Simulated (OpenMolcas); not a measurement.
**Ti: CASSCF and CASPT2 terms and fine-structure levels**

Wanted: the level scheme of Ti from active-space wave functions, then second-order correlation.

The numbers are computed with OpenMolcas 26.06 (state-averaged CASSCF and CASPT2, spin-orbit coupling by RASSI with atomic mean-field integrals), except any that are marked as measured or tabulated.

### 1 The atom as given

```
Species                           : Ti (titanium, Z = 22, 22 electrons)
Basis                             : ANO-R1 [5s4p3d1f], 39 functions
Scalar Hamiltonian                : X2C, finite nucleus
Inactive shells                   : 1s 2s 2p 3s 3p
Active space                      : 4 electrons in 6 orbitals (3d 4s)
Some configurations of this space : 3d2 4s2, 3d3 4s, 3d4
Orbitals                          : optimised for the ground-state spin in each parity, averaged over the low roots
```

Outer shells as boxes (Hund's rule):

3d2 4s2
```
3d [↑ ][↑ ][  ][  ][  ]
4s [↑↓]
```

3d3 4s
```
3d [↑ ][↑ ][↑ ][  ][  ]
4s [↑ ]
```

3d4
```
3d [↑ ][↑ ][↑ ][↑ ][  ]
```

The work runs as a chain of OpenMolcas steps in one folder; each step below is one input file. Labels, J, g values, rates, χT and fits are worked out afterwards by a script from the matrices that RASSI stores.

### 2 One- and two-electron integrals

File a.inp:

```
&GATEWAY
Coord
1

Ti 0.0 0.0 0.0
Basis=ANO-R1
Group=XYZ
NoMove
AngMom=0.0 0.0 0.0
AMFI
&SEWARD
```

Run with:

```sh
$ OMP_NUM_THREADS=1 MOLCAS_MEM=1689 MOLCAS_PROJECT=a pymolcas a.inp > a.log
```

### 3 Reference wave functions, triplets of even parity, 55 roots

File a.inp:

```
&RASSCF
FileOrb=start.orb
Symmetry=1
Spin=3
nActEl=4 0 0
Inactive=3 6
Ras2=6 0
CIRoot=55 55 1
SDav=105
CIMx=300
Iter=120 100
PrWF=0.3
OrbListing=Nothing
MaxOrb=0
Atom
>>> COPY $Project.JobIph JOB001
```

start.orb holds the contracted functions of the basis, ordered by shell, or the orbitals of the step before.

### 4 Reference wave functions, quintets of even parity, 15 roots

File a.inp:

```
&RASSCF
FileOrb=start.orb
Symmetry=1
Spin=5
nActEl=4 0 0
Inactive=3 6
Ras2=6 0
CIRoot=15 15 1
SDav=15
CIMx=300
Iter=120 100
PrWF=0.3
OrbListing=Nothing
MaxOrb=0
Atom
CIOnly
>>> COPY $Project.JobIph JOB002
```

### 5 CASSCF: singlets of even parity, 105 roots

File a.inp:

```
&RASSCF
FileOrb=start.orb
Symmetry=1
Spin=1
nActEl=4 0 0
Inactive=3 6
Ras2=6 0
CIRoot=105 105 1
SDav=105
CIMx=300
Iter=120 100
PrWF=0.3
OrbListing=Nothing
MaxOrb=0
Atom
CIOnly
>>> COPY $Project.JobIph JOB003
```

### 6 RASSI: spin-orbit coupling between the states

File a.inp:

```
&RASSI
NrOfJobIphs=3 55 10 49
1 2 3 4 5 6 7 8 9 10 11 12 13 14 15 16 17 18 19 20 21 22 23 24 25 26 27
28 29 30 31 32 33 34 35 36 37 38 39 40 41 42 43 44 45 46 47 48 49 50 51
52 53 54 55
1 2 3 4 5 6 7 8 9 10
1 2 3 4 5 6 7 8 9 10 11 12 13 14 15 16 17 18 19 20 21 22 23 24 25 26 27
28 29 30 31 32 33 34 35 36 37 38 39 40 41 42 43 44 45 46 47 48 49
IphNames
JOB001
JOB002
JOB003
EJob
SpinOrbit
DIPRint=1.0
SOCoupling=1000.0
Subsets=2
MEES
Property=10
'ANGMOM' 1 'ANGMOM' 2 'ANGMOM' 3 'MLTPL  1' 1 'MLTPL  1' 2 'MLTPL  1' 3
'AMFI' 1 'AMFI' 2 'AMFI' 3 'MLTPL  2' 6
SOProperty=3
'ANGMOM' 1 'ANGMOM' 2 'ANGMOM' 3
```

### 7 CASPT2: IPEA 0.25, imaginary shift 0.1 (closed shells correlated: 3s 3p)

File a.inp:

```
>>> COPY JOB001 $Project.JobIph
&CASPT2
Multistate=55 1 2 3 4 5 6 7 8 9 10 11 12 13 14 15 16 17 18 19 20 21 22
23 24 25 26 27 28 29 30 31 32 33 34 35 36 37 38 39 40 41 42 43 44 45 46
47 48 49 50 51 52 53 54 55
Frozen=2 3
IPEA=0.25
Imaginary=0.1
MaxIter=60
WThr=0.0 0.3 0.05
PrWF=0.5
NoMix
>>> COPY JOB002 $Project.JobIph
&CASPT2
Multistate=10 1 2 3 4 5 6 7 8 9 10
Frozen=2 3
IPEA=0.25
Imaginary=0.1
MaxIter=60
WThr=0.0 0.3 0.05
PrWF=0.5
NoMix
>>> COPY JOB003 $Project.JobIph
&CASPT2
Multistate=49 1 2 3 4 5 6 7 8 9 10 11 12 13 14 15 16 17 18 19 20 21 22
23 24 25 26 27 28 29 30 31 32 33 34 35 36 37 38 39 40 41 42 43 44 45 46
47 48 49
Frozen=2 3
IPEA=0.25
Imaginary=0.1
MaxIter=60
WThr=0.0 0.3 0.05
PrWF=0.5
NoMix
```

(Steps that only read results are left out.)

Before running it: what results should come out? Wanted: lowest level; first excited level; lowest level of another term; spin-orbit lowering of the lowest level; strongest of the lines computed, by gA.

**Answer**, as computed:

| quantity | value |
| --- | --- |
| method | SS-CASPT2, IPEA 0.25, imaginary shift 0.1 (closed shells correlated: 3s 3p) |
| lowest level | 3d2 4s2 3F2, 100 % of that term, g = 0.666 |
| ground level listed by NIST | 3F2 |
| first excited level | 3d2 4s2 3F3 at 0.0175 eV |
| lowest level of another term | 3d2 4s2 1D2 at 0.711 eV |
| spin-orbit lowering of the lowest level | 0.0232 eV |
| strongest of the lines computed, by gA (one parity, so forbidden lines), at CASSCF energies | 3d3 4s 3F4(2) → 3d2 4s2 3F4, 420.5 nm, A = 1.10e+00 s⁻¹ |

What each method costs and misses:

```tsv
method	time of its own steps	time with the reference	mean absolute difference from the measured levels (cm-1)
A. CASSCF	77 s	77 s	5500
B. SS-CASPT2, IPEA 0.25, imaginary shift 0.1, +3s 3p	37 s	1.9 min	450
```

Times are of one thread on a shared host.

What this shows: The multiplet 3F is regular; its intervals divided by the larger J differ by 3 % of their mean, where Landé's rule for pure LS coupling makes them equal. Method B lies closest to the measured levels (450 cm⁻¹ on average) and A farthest (5500). Only the configurations of the active space and the roots asked for are present. The quintets, singlets rest on orbitals optimised for another spin in at least one step, which raises them against the optimised states. Not all states of the active space went into the spin-orbit step. Measured levels are paired by their LS label, which is uncertain where the leading share is low. CASPT2 does not keep the components of a term degenerate, and the means are used. Reference weights range from 0.80 to 0.93, which points to intruder states or a small active space for some roots. Configurations with different d counts are hard to place against each other, and can be off by thousands to tens of thousands of cm-1. Levels of other configurations are missing from the list.
